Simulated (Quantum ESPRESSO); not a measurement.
# Cu3Rh (I4/mmm) in Quantum ESPRESSO: a series of runs

The runs below take Cu3Rh through single point, equation of state, with LDA.

Everything below comes from runs of Quantum ESPRESSO 7.5. Logs are shortened: lines on timing, memory, paths and dates and some standing lists are left out, and cuts for length are marked.

## Step 1: Starting point

The structure is tetragonal, space group I4/mmm (No. 139). Conventional cell: a = 3.675 Å, b = 3.675 Å, c = 7.201 Å, α = 90.00°, β = 90.00°, γ = 90.00°. Around Rh (site symmetry 4/mmm) lie 12 Cu at 2.57 to 2.60 Å. Cu (site symmetry 4/mmm) has 8 Cu at 2.57 Å and 4 Rh at 2.60 Å as nearest neighbours. Around Cu (site symmetry -4m2) lie 4 Rh at 2.57 Å and 8 Cu at 2.57 to 2.60 Å.

The cell comes from a database or a generator and needn't be the stable form of this composition.

## Step 2: Single point, LDA, 11.43 Å³/atom

The input, pw.in:

```
&CONTROL
  calculation = 'scf'
  prefix = 'pwscf'
  outdir = './tmp'
  pseudo_dir = './pseudo'
  tstress = .true.
  disk_io = 'nowf'
/
&SYSTEM
  ibrav = 0
  nat = 4
  ntyp = 2
  ecutwfc = 56
  ecutrho = 448
  nbnd = 48
  occupations = 'smearing'
  smearing = 'fd'
  degauss = 0.00367493
/
&ELECTRONS
  conv_thr = 8d-10
  electron_maxstep = 120
  mixing_beta = 0.5
/
ATOMIC_SPECIES
Rh   102.9055 rh_lda_v1.4.uspp.F.UPF
Cu    63.5460 cu_lda_v1.2.uspp.F.UPF
CELL_PARAMETERS angstrom
  -1.7998789775    1.7998789775    3.5271251715
   1.7998789775   -1.7998789775    3.5271251715
   1.7998789775    1.7998789775   -3.5271251715
ATOMIC_POSITIONS crystal
Rh     0.0000000000    0.0000000000    0.0000000000
Cu     0.5000000000    0.5000000000    0.0000000000
Cu     0.2500000000    0.7500000000    0.5000000000
Cu     0.7500000000    0.2500000000    0.5000000000
K_POINTS automatic
8 8 8 0 0 0
```

Potentials or basis: GBRV 1.5 LDA.

Launch:

```console
> OMP_NUM_THREADS=1 mpirun -n 2 pw.x -nk 2 -in pw.in > pw.out
```

pw.out:

```text
This program is part of the open-source Quantum ESPRESSO suite
     for quantum simulation of materials; please cite
         "P. Giannozzi et al., J. Phys.:Condens. Matter 21 395502 (2009);
         "P. Giannozzi et al., J. Phys.:Condens. Matter 29 465901 (2017);
         "P. Giannozzi et al., J. Chem. Phys. 152 154105 (2020);
     in publications or presentations arising from this work. More details at

     Message from routine setup:
     using ibrav=0 with symmetry is DISCOURAGED, use correct ibrav instead

     K-points division:     npool     =       2
     Subspace diagonalization in iterative solution of the eigenvalue problem:
     a serial algorithm will be used

     G-vector sticks info
     --------------------
     sticks:   dense  smooth     PW     G-vecs:    dense   smooth      PW
     Sum        2289    1137    399                49457    17411    3667

     Using Slab Decomposition

     bravais-lattice index     =            0
     lattice parameter (alat)  =       8.2197  a.u.
     unit-cell volume          =     308.4353 (a.u.)^3
     number of atoms/cell      =            4
     number of atomic types    =            2
     number of electrons       =        72.00
     number of Kohn-Sham states=           48
     kinetic-energy cutoff     =      56.0000  Ry
     charge density cutoff     =     448.0000  Ry
     scf convergence threshold =      8.0E-10
     mixing beta               =       0.5000
     number of iterations used =            8  plain     mixing
     Exchange-correlation= SLA  PZ   NOGX NOGC
                           (   1   1   0   0   0   0   0)

     celldm(1)=   8.219709  celldm(2)=   0.000000  celldm(3)=   0.000000
     celldm(4)=   0.000000  celldm(5)=   0.000000  celldm(6)=   0.000000

     crystal axes: (cart. coord. in units of alat)
               a(1) = (  -0.413795   0.413795   0.810892 )
               a(2) = (   0.413795  -0.413795   0.810892 )
               a(3) = (   0.413795   0.413795  -0.810892 )

     reciprocal axes: (cart. coord. in units 2 pi/alat)
               b(1) = (  0.000000  1.208326  0.616605 )
               b(2) = (  1.208326  0.000000  0.616605 )
               b(3) = (  1.208326  1.208326  0.000000 )

     PseudoPot. # 1 for Rh read from file:
     rh_lda_v1.4.uspp.F.UPF
     Pseudo is Ultrasoft + core correction, Zval = 15.0
     Generated by new atomic code, or converted to UPF format
     Using radial grid of  969 points,  7 beta functions with:
                l(1) =   0
                l(2) =   0
                l(3) =   1
                l(4) =   1
                l(5) =   2
                l(6) =   2
                l(7) =   2
     Q(r) pseudized with  8 coefficients,  rinner =    1.200   1.200   1.200
                                                       1.200   1.200

     PseudoPot. # 2 for Cu read from file:
     cu_lda_v1.2.uspp.F.UPF
     Pseudo is Ultrasoft + core correction, Zval = 19.0
     Generated by new atomic code, or converted to UPF format
     Using radial grid of  867 points,  6 beta functions with:
                l(1) =   0
                l(2) =   0
                l(3) =   1
                l(4) =   1
                l(5) =   2
                l(6) =   2
     Q(r) pseudized with  8 coefficients,  rinner =    1.150   1.150   1.150
                                                       1.150   1.150

     atomic species   valence    mass     pseudopotential
     Rh               15.00   102.90550     Rh( 1.00)
     Cu               19.00    63.54600     Cu( 1.00)

     16 Sym. Ops., with inversion, found

   Cartesian axes

     site n.     atom                  positions (alat units)
         1        Rh     tau(   1) = (   0.0000000   0.0000000   0.0000000  )
         2        Cu     tau(   2) = (   0.0000000   0.0000000   0.8108925  )
         3        Cu     tau(   3) = (   0.4137955   0.0000000   0.4054462  )
         4        Cu     tau(   4) = (   0.0000000   0.4137955   0.4054462  )

     number of k points=    59  Fermi-Dirac smearing, width (Ry)=  0.0037
                       cart. coord. in units 2pi/alat
        k(    1) = (   0.0000000   0.0000000   0.0000000), wk =   0.0039062
        k(    2) = (   0.1510408   0.1510408   0.0000000), wk =   0.0156250
        k(    3) = (   0.3020816   0.3020816   0.0000000), wk =   0.0156250
        k(    4) = (   0.4531224   0.4531224   0.0000000), wk =   0.0156250
        k(    5) = (  -0.6041632  -0.6041632   0.0000000), wk =   0.0078125
        k(    6) = (   0.1510408   0.0000000   0.0770756), wk =   0.0312500
[... 51 lines left out ...]
        k(   58) = (  -1.0572857  -0.1510408   0.0000000), wk =   0.0156250
        k(   59) = (  -1.2083265  -1.2083265  -0.6166045), wk =   0.0039062

     Dense  grid:    49457 G-vectors     FFT dimensions: (  60,  60,  60)

     Smooth grid:    17411 G-vectors     FFT dimensions: (  40,  40,  40)

     Check: negative core charge=   -0.000001

     Initial potential from superposition of free atoms

     starting charge      68.4999, renormalised to      72.0000

     negative rho (up, down):  5.347E-02 0.000E+00
     Starting wfcs are   51 randomized atomic wfcs

     Self-consistent Calculation

     iteration #  1     ecut=    56.00 Ry     beta= 0.50
     Davidson diagonalization with overlap
     ethr =  1.00E-02,  avg # of iterations =  4.0

     negative rho (up, down):  5.405E-02 0.000E+00

     total energy              =   -1375.27804541 Ry
     estimated scf accuracy    <      13.47966821 Ry

     iteration #  2     ecut=    56.00 Ry     beta= 0.50
     Davidson diagonalization with overlap
     ethr =  1.00E-02,  avg # of iterations =  3.1

     negative rho (up, down):  5.629E-02 0.000E+00

     total energy              =   -1379.31495111 Ry
     estimated scf accuracy    <      21.37070227 Ry
[... 118 lines left out ...]
     iteration # 16     ecut=    56.00 Ry     beta= 0.50
     Davidson diagonalization with overlap
     ethr =  9.23E-11,  avg # of iterations =  2.6

     negative rho (up, down):  5.302E-02 0.000E+00

     total energy              =   -1381.97749291 Ry
     estimated scf accuracy    <       0.00000001 Ry

     iteration # 17     ecut=    56.00 Ry     beta= 0.50
     Davidson diagonalization with overlap
     ethr =  1.41E-11,  avg # of iterations =  2.5

     negative rho (up, down):  5.302E-02 0.000E+00

     End of self-consistent calculation

          k = 0.0000 0.0000 0.0000 (  2147 PWs)   bands (ev):

   -93.1131 -93.0986 -93.0912 -50.9939 -50.9650 -50.9650 -50.9541 -50.9460
   -50.9460 -50.9006 -50.9000 -50.9000 -27.3082 -27.3082 -27.1627   9.1935
    13.1297  13.6484  13.8002  14.3992  14.7735  14.7735  15.0357  15.0357
    15.5048  15.5048  15.6205  16.3115  16.4228  16.4960  17.1500  17.6749
    17.7763  17.9567  17.9567  18.8083  20.9358  25.9611  25.9611  26.6582
    26.6582  26.9517  27.9157  28.4478  30.0208  30.3154  32.4026  32.4026

          k = 0.1510 0.1510 0.0000 (  2177 PWs)   bands (ev):

   -93.1119 -93.0994 -93.0915 -50.9927 -50.9657 -50.9643 -50.9561 -50.9469
   -50.9361 -50.9082 -50.9012 -50.8998 -27.3113 -27.3101 -27.1627   9.5978
    13.3472  13.7910  14.0371  14.4184  14.5388  14.8106  14.9653  15.1615
    15.4033  15.5869  15.7137  16.2798  16.4083  16.4186  17.0299  17.1687
    17.5677  17.6323  17.9204  18.4117  22.1385  24.3519  24.6984  25.2862
    25.3198  28.6214  29.4008  29.8054  30.5382  30.9200  32.2066  33.5910
[... 138 lines left out ...]
   -93.1095 -93.1004 -93.0929 -50.9861 -50.9729 -50.9684 -50.9504 -50.9394
   -50.9270 -50.9219 -50.9045 -50.9010 -27.3167 -27.3104 -27.1636  10.6036
    13.6250  13.7061  14.1156  14.2056  14.3118  14.5255  15.2268  15.4651
    15.6297  15.7236  15.8508  16.0473  16.3198  16.4002  16.5321  16.8601
    17.4248  17.4743  17.9408  18.2690  20.8257  21.5286  23.4238  25.3873
    27.6117  28.5602  30.0674  31.3772  32.2625  32.4104  34.5511  35.6539

          k =-0.6042-0.0000-0.3083 (  2162 PWs)   bands (ev):

   -93.1056 -93.1038 -93.0935 -50.9845 -50.9597 -50.9594 -50.9587 -50.9377
   -50.9371 -50.9199 -50.9142 -50.9009 -27.3255 -27.3083 -27.1637  12.4989
    12.6246  14.1810  14.5505  14.6070  14.6593  14.7884  14.7890  14.7904
    15.0720  15.4521  15.5242  16.2334  16.3016  16.3202  16.5954  16.8623
    16.9734  17.1856  17.6906  18.2083  18.6986  21.8298  23.6102  26.8241
    27.6788  27.8218  30.2900  32.2675  33.5810  34.0930  34.3286  34.6296

          k =-0.4531 0.1510-0.3083 (  2183 PWs)   bands (ev):

   -93.1070 -93.1022 -93.0936 -50.9841 -50.9711 -50.9667 -50.9511 -50.9392
   -50.9286 -50.9201 -50.9097 -50.9015 -27.3226 -27.3104 -27.1637  11.7098
    13.3308  13.9610  14.2547  14.4028  14.5037  14.6616  15.0356  15.3289
    15.4336  15.4633  15.6650  15.9722  16.2717  16.3426  16.4913  16.8903
    17.1422  17.3655  17.9261  18.1980  19.1218  21.4287  23.6398  25.0234
    26.9681  29.8419  30.3946  32.2893  32.9973  33.4101  34.8229  35.5146

          k =-0.3021 0.3021-0.3083 (  2190 PWs)   bands (ev):

   -93.1078 -93.1012 -93.0938 -50.9839 -50.9782 -50.9701 -50.9463 -50.9417
   -50.9248 -50.9204 -50.9040 -50.9027 -27.3169 -27.3153 -27.1637  11.3696
    13.5929  13.6465  14.1068  14.4088  14.4112  14.6576  15.2559  15.5520
    15.6431  15.6827  15.7103  15.8557  16.2329  16.2989  16.4067  16.7590
    17.2261  17.5845  17.9606  18.2955  20.7045  20.9097  21.4804  26.2319
    26.9139  27.6697  31.9562  32.7234  32.7487  33.4381  34.3571  36.6428

          k = 0.3021 0.3021 0.1542 (  2186 PWs)   bands (ev):

   -93.1087 -93.1012 -93.0929 -50.9893 -50.9747 -50.9708 -50.9473 -50.9367
   -50.9264 -50.9231 -50.9032 -50.9006 -27.3174 -27.3149 -27.1628  10.8967
    13.6448  13.7793  14.1162  14.3385  14.6051  14.8600  15.1944  15.4980
    15.5116  15.7483  15.8240  15.9489  16.0956  16.2788  16.3015  16.7879
    17.3227  17.3614  17.8503  18.2145  21.5031  21.8773  23.2164  25.1966
    25.4390  26.3682  30.3856  32.3596  33.4318  33.6744  34.9248  36.4438

          k = 0.4531 0.4531 0.1542 (  2191 PWs)   bands (ev):
[... 316 lines left out ...]
   -93.1083 -93.0994 -93.0952 -50.9835 -50.9736 -50.9647 -50.9540 -50.9396
   -50.9197 -50.9190 -50.9085 -50.9082 -27.3107 -27.3103 -27.1668  12.2838
    12.3181  13.0119  13.6299  13.8029  13.8653  14.5792  14.7836  15.7054
    15.7865  16.0508  16.2153  16.6695  16.6862  16.8175  16.8562  16.8929
    17.7029  17.9228  18.3121  18.3484  18.4899  20.2441  20.6410  29.0296
    29.0557  31.0823  31.7606  31.9290  31.9481  33.5053  34.8769  36.5515

          k =-1.2083-1.2083-0.6166 (  2192 PWs)   bands (ev):

   -93.1090 -93.0986 -93.0952 -50.9818 -50.9818 -50.9650 -50.9532 -50.9301
   -50.9204 -50.9204 -50.9090 -50.9090 -27.3079 -27.3079 -27.1676  11.9974
    12.0805  12.8216  13.5163  13.6807  13.6807  14.4689  14.7461  15.9603
    16.1678  16.1678  16.2679  16.5343  16.5343  16.6554  16.9000  17.1487
    18.0063  18.4424  18.4733  18.4733  18.7298  20.4897  20.4897  27.7231
    27.9709  31.1805  32.0879  32.0879  33.6856  35.8706  35.8706  37.0535

     the Fermi energy is    18.5142 ev

!    total energy              =   -1381.97749291 Ry
     estimated scf accuracy    <          4.4E-10 Ry
     smearing contrib. (-TS)   =      -0.00165840 Ry
     internal energy E=F+TS    =   -1381.97583451 Ry

     The total energy is F=E-TS. E is the sum of the following terms:
     one-electron contribution =    -811.45200440 Ry
     hartree contribution      =     457.77489585 Ry
     xc contribution           =    -144.77264888 Ry
     ewald contribution        =    -883.52607708 Ry

     convergence has been achieved in  17 iterations

     Computing stress (Cartesian axis) and pressure

     negative rho (up, down):  5.302E-02 0.000E+00
          total   stress  (Ry/bohr**3)                   (kbar)     P=       40.45
   0.00028955  -0.00000000  -0.00000000           42.59       -0.00       -0.00
  -0.00000000   0.00028955   0.00000000           -0.00       42.59        0.00
  -0.00000000   0.00000000   0.00024583           -0.00        0.00       36.16

=------------------------------------------------------------------------------=
   JOB DONE.
=------------------------------------------------------------------------------=
```

Run time: 2.5 min. Hardware: 2 MPI ranks of Intel Xeon Platinum 8375C at 2.90GHz (Ice Lake), shared host; peak memory 0.46 GiB.

Results:

* Free energy: -18802.7617 eV
* Pressure: 4.0 GPa
* Band gap on the k mesh: none (metal or under the smearing width)

## Step 3: Single point, LDA, 11.67 Å³/atom

Edit pw.in of step 2 so:

```diff
@@ -28,5 +28,5 @@
 CELL_PARAMETERS angstrom
-  -1.7998789775    1.7998789775    3.5271251715
-   1.7998789775   -1.7998789775    3.5271251715
-   1.7998789775    1.7998789775   -3.5271251715
+  -1.8125545991    1.8125545991    3.5519648995
+   1.8125545991   -1.8125545991    3.5519648995
+   1.8125545991    1.8125545991   -3.5519648995
 ATOMIC_POSITIONS crystal
```

Potentials or basis: GBRV 1.5 LDA.

Launch:

```console
> OMP_NUM_THREADS=1 mpirun -n 2 pw.x -nk 2 -in pw.in > pw.out
```

It took 2.2 min on 2 MPI ranks of Intel Xeon Platinum 8375C at 2.90GHz (Ice Lake), shared host; peak memory 0.48 GiB.

Results (log left out):

| Property | Result |
| --- | --- |
| Free energy | -18802.7740 eV |
| Pressure | -0.7 GPa |
| Band gap on the k mesh | none (metal or under the smearing width) |

## Step 4: Single point, LDA, 11.91 Å³/atom

Edit pw.in of step 3 so:

```diff
@@ -28,5 +28,5 @@
 CELL_PARAMETERS angstrom
-  -1.8125545991    1.8125545991    3.5519648995
-   1.8125545991   -1.8125545991    3.5519648995
-   1.8125545991    1.8125545991   -3.5519648995
+  -1.8250553707    1.8250553707    3.5764619833
+   1.8250553707   -1.8250553707    3.5764619833
+   1.8250553707    1.8250553707   -3.5764619833
 ATOMIC_POSITIONS crystal
```

Launch:

```console
> OMP_NUM_THREADS=1 mpirun -n 2 pw.x -nk 2 -in pw.in > pw.out
```

It took 2.5 min on 2 MPI ranks of Intel Xeon Platinum 8375C at 2.90GHz (Ice Lake), shared host; peak memory 0.48 GiB.

It converged, with:

```
Free energy            : -18802.7593 eV
Pressure               : -4.9 GPa
Band gap on the k mesh : none (metal or under the smearing width)
```

## Step 5: Single point, LDA, 12.16 Å³/atom

Edit pw.in of step 4 so:

```diff
@@ -28,5 +28,5 @@
 CELL_PARAMETERS angstrom
-  -1.8250553707    1.8250553707    3.5764619833
-   1.8250553707   -1.8250553707    3.5764619833
-   1.8250553707    1.8250553707   -3.5764619833
+  -1.8373872000    1.8373872000    3.6006280000
+   1.8373872000   -1.8373872000    3.6006280000
+   1.8373872000    1.8373872000   -3.6006280000
 ATOMIC_POSITIONS crystal
```

Launch:

```console
> OMP_NUM_THREADS=1 mpirun -n 2 pw.x -nk 2 -in pw.in > pw.out
```

It took 2.3 min on 2 MPI ranks of Intel Xeon Platinum 8375C at 2.90GHz (Ice Lake), shared host; peak memory 0.48 GiB.

It converged, with:

```
Free energy            : -18802.7208 eV
Pressure               : -8.6 GPa
Band gap on the k mesh : none (metal or under the smearing width)
```

## Step 6: Single point, LDA, 12.40 Å³/atom

Edit pw.in of step 5 so:

```diff
@@ -28,5 +28,5 @@
 CELL_PARAMETERS angstrom
-  -1.8373872000    1.8373872000    3.6006280000
-   1.8373872000   -1.8373872000    3.6006280000
-   1.8373872000    1.8373872000   -3.6006280000
+  -1.8495556818    1.8495556818    3.6244739135
+   1.8495556818   -1.8495556818    3.6244739135
+   1.8495556818    1.8495556818   -3.6244739135
 ATOMIC_POSITIONS crystal
```

Potentials or basis: GBRV 1.5 LDA.

Launch:

```console
> OMP_NUM_THREADS=1 mpirun -n 2 pw.x -nk 2 -in pw.in > pw.out
```

It took 2.7 min on 2 MPI ranks of Intel Xeon Platinum 8375C at 2.90GHz (Ice Lake), shared host; peak memory 0.5 GiB.

It converged, with:

| Quantity | Value |
| --- | --- |
| Free energy | -18802.6614 eV |
| Pressure | -11.8 GPa |
| Band gap on the k mesh | none (metal or under the smearing width) |

## Step 7: Single point, LDA, 12.64 Å³/atom

Edit pw.in of step 6 so:

```diff
@@ -28,5 +28,5 @@
 CELL_PARAMETERS angstrom
-  -1.8495556818    1.8495556818    3.6244739135
-   1.8495556818   -1.8495556818    3.6244739135
-   1.8495556818    1.8495556818   -3.6244739135
+  -1.8615661201    1.8615661201    3.6480101179
+   1.8615661201   -1.8615661201    3.6480101179
+   1.8615661201    1.8615661201   -3.6480101179
 ATOMIC_POSITIONS crystal
```

Launch:

```console
> OMP_NUM_THREADS=1 mpirun -n 2 pw.x -nk 2 -in pw.in > pw.out
```

It took 3.1 min on 2 MPI ranks of Intel Xeon Platinum 8375C at 2.90GHz (Ice Lake), shared host; peak memory 0.5 GiB.

It converged, with:

* Free energy: -18802.5836 eV
* Pressure: -14.6 GPa
* Band gap on the k mesh: none (metal or under the smearing width)

## Step 8: Single point, LDA, 12.89 Å³/atom

Edit pw.in of step 7 so:

```diff
@@ -28,5 +28,5 @@
 CELL_PARAMETERS angstrom
-  -1.8615661201    1.8615661201    3.6480101179
-   1.8615661201   -1.8615661201    3.6480101179
-   1.8615661201    1.8615661201   -3.6480101179
+  -1.8734235489    1.8734235489    3.6712464776
+   1.8734235489   -1.8734235489    3.6712464776
+   1.8734235489    1.8734235489   -3.6712464776
 ATOMIC_POSITIONS crystal
```

Launch:

```console
> OMP_NUM_THREADS=1 mpirun -n 2 pw.x -nk 2 -in pw.in > pw.out
```

Run time: 2.9 min. Hardware: 2 MPI ranks of Intel Xeon Platinum 8375C at 2.90GHz (Ice Lake), shared host; peak memory 0.54 GiB.

It converged, with:

- Free energy: -18802.4896 eV
- Pressure: -17.1 GPa
- Band gap on the k mesh: none (metal or under the smearing width)

## Step 9: Equation of state, LDA

Potentials or basis: GBRV 1.5 LDA.

This step only gathers the single runs of the series.

What came out:

```
Equilibrium volume                        : 11.65 Å³/atom
Bulk modulus at fixed shape and positions : 215 GPa
Pressure derivative of the bulk modulus   : 5.1
```

Energy against volume, from the lowest point:
```csv
volume (Å³/atom),energy (meV/atom)
11.426,3.08
11.669,0.00
11.913,3.66
12.156,13.29
12.399,28.14
12.642,47.60
12.885,71.09
```

Caveat: the cell was scaled at fixed shape and fractional positions, which overstates the stiffness of a crystal with free parameters, most of all of layers and chains.
